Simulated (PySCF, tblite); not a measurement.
# C10H14F4: geometry, infrared bands, NMR shifts, spin-spin couplings and electronic excitations

Wanted: the infrared bands, NMR shifts, spin-spin couplings and electronic excitations of C10H14F4 (`FC[C@H]1CC=C(CC(F)(F)F)CCC1`), by calculation.

Computed with tblite 0.8.0 and PySCF 2.14.0, with density-fitted response routines of our own, on a single molecule in the gas phase. Atoms count from 0, in the outputs and in this text.

## Step 1: The starting structure

28 atoms, charge 0, multiplicity 1; geometry from: force field or distance geometry start.

Bonds of the start (Å): F0–C1 1.38, C1–C2 1.53, C2–C3 1.48, C3–C4 1.48, C4–C5 1.33, C5–C6 1.49, C6–C7 1.49, C7–F8 1.40, C7–F9 1.39, C7–F10 1.37, C5–C11 1.49, C11–C12 1.52, C12–C13 1.50, C13–C2 1.51, C1–H14 1.10, C1–H15 1.11, C2–H16 1.12, C3–H17 1.11, C3–H18 1.14, C4–H19 1.11, C6–H20 1.13, C6–H21 1.11, C11–H22 1.13, C11–H23 1.10, C12–H24 1.10, C12–H25 1.11, C13–H26 1.10, C13–H27 1.13.

## Step 2: Relaxing the molecule with GFN2-xTB

What the job is given:

```
{"job": {"kind": "relax", "xc": "GFN2-xTB", "basis": "xTB"}, "charge": 0, "multiplicity": 1}
F     -4.037200     0.751200     0.175800
C     -3.232000     0.919800    -0.931100
C     -1.787100     0.494100    -0.678000
C     -1.126700     1.266600     0.402900
C      0.327100     1.027400     0.550000
C      1.087200    -0.056900     0.395900
C      2.533500     0.203100     0.631700
C      3.445800    -0.078600    -0.506100
F      3.140700     0.676000    -1.639700
F      4.697200     0.391900    -0.119000
F      3.648500    -1.402200    -0.804400
C      0.680800    -1.444500     0.043300
C     -0.376500    -1.396300    -1.046100
C     -1.658300    -0.976200    -0.380300
H     -3.264500     1.958800    -1.301600
H     -3.621700     0.224900    -1.698700
H     -1.252600     0.693700    -1.643400
H     -1.259000     2.343200     0.144800
H     -1.661700     1.161500     1.404700
H      0.872800     1.955600     0.820500
H      2.893900    -0.347700     1.553300
H      2.683100     1.270200     0.903200
H      0.288700    -1.982300     0.955300
H      1.484800    -2.063600    -0.390800
H     -0.456400    -2.337500    -1.616700
H     -0.049000    -0.591700    -1.735100
H     -2.513300    -1.586700    -0.703600
H     -1.508900    -1.046900     0.742600
```

Launch:

```sh
> OMP_NUM_THREADS=2 python probes_run.py task.json out
```

This one command runs all jobs of the session in turn.

**Question.** This job is followed by: GFN2-xTB harmonic vibrations, gas phase; PBE0-D3(BJ)/def2-SVP geometry optimisation, gas phase; GIAO PBE0/pcSseg-1 NMR shielding, non-relativistic, gas phase; B3LYP/pcJ-1 indirect spin-spin coupling, non-relativistic, gas phase; TDDFT wB97X-D/def2-SVPD, vertical, gas phase, core orbitals frozen in the response; GIAO wB97X-D/pcSseg-1 NMR shielding, non-relativistic, gas phase. What will the session give for the following? strongest single infrared mode (GFN2-xTB); zero-point energy (GFN2-xTB); point group; rotational constants (main isotopes); 13C shifts against TMS (PBE0/pcSseg-1); 1H shifts against TMS (PBE0/pcSseg-1); 19F shifts against CFCl3 (PBE0/pcSseg-1, means over atoms taken as alike); largest coupling of the table (B3LYP/pcJ-1); lowest singlet (wB97X-D/def2-SVPD); lowest triplet; range of the shift of F8.

The runs gave:

| quantity | value |
| --- | --- |
| strongest single infrared mode (GFN2-xTB) | 1049 cm⁻¹, 296 km/mol |
| zero-point energy (GFN2-xTB) | 140.6 kcal/mol |
| point group | C1 |
| rotational constants (main isotopes) | 1.62, 0.31, 0.30 GHz |
| 13C shifts against TMS (PBE0/pcSseg-1) | 145.4, 143.1, 131.1, 92.2, 47.2, 39.0, 37.4, 34.2, 33.9, 27.5 ppm |
| 1H shifts against TMS (PBE0/pcSseg-1) | 6.09, 4.40, 4.31, 2.53, 2.52, 2.41, 2.26, 2.14, 1.99, 1.89, 1.72, 1.61, 1.31, 0.86 ppm |
| 19F shifts against CFCl3 (PBE0/pcSseg-1, means over atoms taken as alike) | -78.8, -256.2 ppm |
| largest coupling of the table (B3LYP/pcJ-1) | 1J(C,F) C7–F8, -342.5 Hz |
| lowest singlet (wB97X-D/def2-SVPD) | 6.58 eV (188 nm), f = 0.278 |
| lowest triplet | 4.14 eV |
| range of the shift of F8 | -78.8 to -72.2 ppm |

In words: Over 146 steps the energy fell by 1.249 eV; of the close pairs, C2–C3 changed most, 1.484 to 1.538 Å (GFN2-xTB). All 78 modes are real, so the xTB geometry is a minimum. The strongest single mode, at 1049 cm⁻¹, moves mainly C7. Unscaled tight-binding wavenumbers are off by several per cent, some by more. Its intensities can rank the bands wrongly. Relaxing lowered the energy by 0.090 eV in 7 steps; the close pair that moved most is C4–H19, from 1.081 to 1.096 Å (PBE0/def2-SVP). At PBE0/pcSseg-1: Shielding is most anisotropic at C5 (span 232 ppm, paramagnetic term -224 ppm). Of the pairs tabulated at B3LYP/pcJ-1, C7–F8 (mean over like pairs) couples most strongly (-342.5 Hz; Fermi contact -318.2 Hz). Couplings across rotatable bonds belong to this one conformer; where others are populated, the observed values are averages. Density functionals describe couplings to fluorine poorly, F–F couplings above all, so those rows are rough. The first singlet state (HOMO→LUMO 0.96) lies at 6.58 eV and is bright. The lowest triplet lies 2.45 eV below the lowest singlet (triplets in Tamm-Dancoff, singlets in full TDDFT). In ppm, F8 (with its like atoms) moves most: its shift spreads over 6.6 ppm, from -78.8 (PBE0/pcSseg-1) to -72.2 (wB97X-D/pcSseg-1).
